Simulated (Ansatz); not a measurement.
C3H4BCl2, SMILES ClB(Cl)[C]1CC1, a single point in a Gaussian basis

Program: the Ansatz DFT code, driven from Python.

At the Python prompt:
```pycon
>>> from dataclasses import dataclass
>>> from pathlib import Path
>>> import ansatz as az
>>> from ase import Atoms
>>> import numpy as np
>>> @dataclass
... class Options:
...     basis: str = "STO-3G"
...     xc: str = "B3LYP"
...     dispersion: str = "d4"
...
>>> settings = Options()
>>> atoms = Atoms(["Cl", "B", "Cl", "C", "C", "C", "H", "H", "H", "H"], positions=[
...     [1.8629, -1.7725, -0.0137],
...     [1.5127, -0.0194, 0.4659],
...     [2.9391, 1.0913, 0.8207],
...     [0.0284, 0.5784, 0.6111],
...     [-1.1008, -0.4113, 0.3415],
...     [-0.7094, 0.5926, -0.7226],
...     [-0.8396, -1.458, 0.0819],
...     [-2.0562, -0.1603, 0.8477],
...     [-0.2007, 0.135, -1.6],
...     [-1.4363, 1.4243, -0.8324],
... ])
>>> geometry = az.Crystal.molecule_from_ase(atoms)
>>> setup = (
...     geometry.calculation()
...     .basis(gaussian=settings.basis)
...     .functional(settings.xc, dispersion=settings.dispersion)
...     .spin("collinear", total=1)
...     .forces()
...     .orbitals()
... )
>>> print(setup.to_yaml())
crystal:
  periodic: [false, false, false]
  atoms:
    - { symbol: Cl, position_ang: [1.8629, -1.7725, -0.0137] }
    - { symbol: B, position_ang: [1.5127, -0.0194, 0.4659] }
    - { symbol: Cl, position_ang: [2.9391, 1.0913, 0.8207] }
    - { symbol: C, position_ang: [0.0284, 0.5784, 0.6111] }
    - { symbol: C, position_ang: [-1.1008, -0.4113, 0.3415] }
    - { symbol: C, position_ang: [-0.7094, 0.5926, -0.7226] }
    - { symbol: H, position_ang: [-0.8396, -1.458, 0.0819] }
    - { symbol: H, position_ang: [-2.0562, -0.1603, 0.8477] }
    - { symbol: H, position_ang: [-0.2007, 0.135, -1.6] }
    - { symbol: H, position_ang: [-1.4363, 1.4243, -0.8324] }
basis:
  gaussian:
    orbitals: STO-3G
hamiltonian:
  xc: b3lyp
  dispersion: d4
magnetization:
  spin_polarized: true
  initial_magnetization: 1.0
output:
  orbitals: {}
  forces: true
>>> res = setup.run(threads=1, pin="off", runs_dir="out")

>>> rep = res.report
>>> rep["positions_ang"]
[[1.8629, -1.7725, -0.0137], [1.5127, -0.0194, 0.4659], [2.9391, 1.0913, 0.8207], [0.0284, 0.5784, 0.6111], [-1.1008, -0.4113, 0.3415], [-0.7094, 0.5926, -0.7226], [-0.8396, -1.458, 0.0819], [-2.0562, -0.1603, 0.8477], [-0.2007, 0.135, -1.6], [-1.4363, 1.4243, -0.8324]]
>>> rep["converged"], rep["free_energy_ev"]
(True, -28577.444923047)
>>> print("reference energy %16.6f eV" % rep["reference_energy_ev"])
reference energy    -28577.011712 eV
>>> print("total energy     %16.6f eV" % rep["free_energy_ev"])
total energy        -28577.444923 eV
>>> print("occupied (up, down):", rep["n_occupied"], " virtual:", rep["n_virtual"], " frozen:", rep["n_frozen"])
occupied (up, down): [31, 30]  virtual: [11, 12]  frozen: 0
>>> symbols = [site.symbol for site in geometry.cartesian_sites]
>>> forces = np.array(rep["forces_ev_ang"])
>>> print("largest force", round(float(np.linalg.norm(forces, axis=1).max()), 4), "eV/A, rms", round(float(np.sqrt((forces ** 2).mean())), 4))
largest force 3.8301 eV/A, rms 0.9437
>>> charges = rep["charge_distribution"]
>>> dipole = np.array(charges["dipole_moment_e_ang"]) * 4.803205
>>> print("dipole (D): {:.3f} {:.3f} {:.3f}, length {:.3f}".format(*dipole, np.linalg.norm(dipole)))
dipole (D): -2.448 0.253 -0.569, length 2.526
>>> print("atom  Mulliken   Lowdin")
atom  Mulliken   Lowdin
>>> for symbol, m, l in zip(symbols, charges["mulliken_charges_e"], charges["lowdin_charges_e"]):
...     print(f"{symbol:4s} {m:9.3f} {l:8.3f}")
...
Cl      -0.175   -0.103
B        0.340    0.161
Cl      -0.175   -0.101
C       -0.060   -0.034
C       -0.160   -0.090
C       -0.158   -0.083
H        0.100    0.065
H        0.095    0.061
H        0.093    0.059
H        0.100    0.065
>>> lines = Path(rep["orbitals_path"]).read_text().splitlines()
>>> field_of = lambda key: [line.split("=")[1].strip() for line in lines if line.startswith(key)]
>>> orbitals = [(27.211386 * float(e), s, float(n)) for e, s, n in zip(field_of("Ene="), field_of("Spin="), field_of("Occup="))]
>>> homo = max(e for e, _, n in orbitals if n > 0.5)
>>> lumo = min(e for e, _, n in orbitals if n < 0.5)
>>> print(f"HOMO {homo:.3f} eV, LUMO {lumo:.3f} eV, gap {lumo - homo:.3f} eV")
HOMO -5.807 eV, LUMO -1.138 eV, gap 4.669 eV
```

Caveats:
- These settings explore the input space; basis and method may be short of convergence.
- The geometry is a force-field or estimated start, not a minimum of this method, and the basis set is short of its limit.
- The species is open-shell (spin multiplicity 2).
- The Löwdin charges here are taken after orthogonalising the functions within each atom; they differ from plain Löwdin charges, and their signs can be unphysical.
- Total less reference energy is the dispersion correction.
- b3lyp holds the VWN-RPA fit, as in Gaussian; the form of ORCA and Turbomole is b3lyp5.
- Levels such as HOMO and LUMO are orbital energies: with these approximate functionals they aren't the ionisation energy and electron affinity, and their gap isn't the fundamental gap.
- Run time: 4.1 s on 1 thread of Arm Neoverse V1, on a shared host, peak memory 0.22 GiB.

(Lines on the test bed's own set-up are left out of the output.)
